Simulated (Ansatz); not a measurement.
# GaH₅O₃Se: basis-set convergence

An exercise on one series of results from a longer session: the logs are not shown, and one member is left open.

Computed with Ansatz 0.2.0, Gaussian basis. Level: one geometry, several basis sets.

Levels to be run: PBE0-D4/def2-SVP; ωB97M-V/def2-SVP; PBE0-D4/def2-QZVPP; ωB97M-V/def2-QZVPP; the functionals' def2-TZVPP values are taken from earlier runs.

## Structure used throughout

All runs share one geometry, relaxed beforehand with PBE0-D4 in a triple-zeta def2 set.

10 atoms, charge 0, spin multiplicity 1.

Atoms are counted from 1 here; the program's logs count them from 0.

Bond lengths: O1–Ga2 2.121 Å, O1–H6 0.971 Å, O1–H10 0.965 Å, Ga2–O3 1.789 Å, Ga2–O4 1.812 Å, Ga2–Se5 2.356 Å, O3–H7 0.958 Å, O4–H8 0.959 Å, Se5–H9 1.469 Å. Angles: Ga2–O1–H6 95.3°, Ga2–O1–H10 107.8°, H6–O1–H10 107.3°, O1–Ga2–O3 106.0°, O1–Ga2–O4 85.1°, O1–Ga2–Se5 99.1°, O3–Ga2–O4 115.7°, O3–Ga2–Se5 121.8°, O4–Ga2–Se5 118.0°, Ga2–O3–H7 114.1°, Ga2–O4–H8 113.5°, Ga2–Se5–H9 90.3°.

The first run:

in.yaml reads:

```yaml
crystal:
  periodic: [false, false, false]
  atoms:
    - {symbol: O, position_ang: [-0.839826, 0.558438, -1.365463]}
    - {symbol: Ga, position_ang: [0.394769, -0.294322, 0.133982]}
    - {symbol: O, position_ang: [1.363243, -1.557585, -0.683505]}
    - {symbol: O, position_ang: [-1.160900, -0.852750, 0.877181]}
    - {symbol: Se, position_ang: [1.377696, 1.676059, 0.972052]}
    - {symbol: H, position_ang: [-1.675635, 0.252349, -0.978211]}
    - {symbol: H, position_ang: [2.298193, -1.356132, -0.744542]}
    - {symbol: H, position_ang: [-1.172054, -1.789210, 1.083349]}
    - {symbol: H, position_ang: [0.307093, 1.794106, 1.970556]}
    - {symbol: H, position_ang: [-0.809580, 1.517945, -1.262598]}
basis:
  gaussian: {orbitals: def2-SVP}
hamiltonian: {xc: pbe0, dispersion: d4}
output: {orbitals: {seedname: orbitals}}
```

On the command line:

```sh
$ ansatz run in.yaml --threads 4 --pin off --events-out ev --progress --plain --max-ram 11315MiB
```

Steps of the session up to this table: PBE0-D4 in def2-SVP; ωB97M-V in def2-SVP; PBE0-D4 in def2-QZVPP; ωB97M-V in def2-QZVPP.

One table of the session follows, with a row left open; its other results are not shown here.

It belongs to the step «Density functionals: the series». 

```
functional       basis  HOMO (eV)
   PBE0-D4    def2-SVP      -6.87
   PBE0-D4  def2-TZVPP      -7.05
   PBE0-D4  def2-QZVPP      -7.09
   ωB97M-V    def2-SVP      -9.02
   ωB97M-V  def2-TZVPP          ?
   ωB97M-V  def2-QZVPP      -9.26
```

**Question.** Estimate the row for ωB97M-V, def2-TZVPP.

The run gave: HOMO (eV): -9.22. In the column «HOMO (eV)» it lies between ωB97M-V, def2-QZVPP (-9.26) and ωB97M-V, def2-SVP (-9.02).
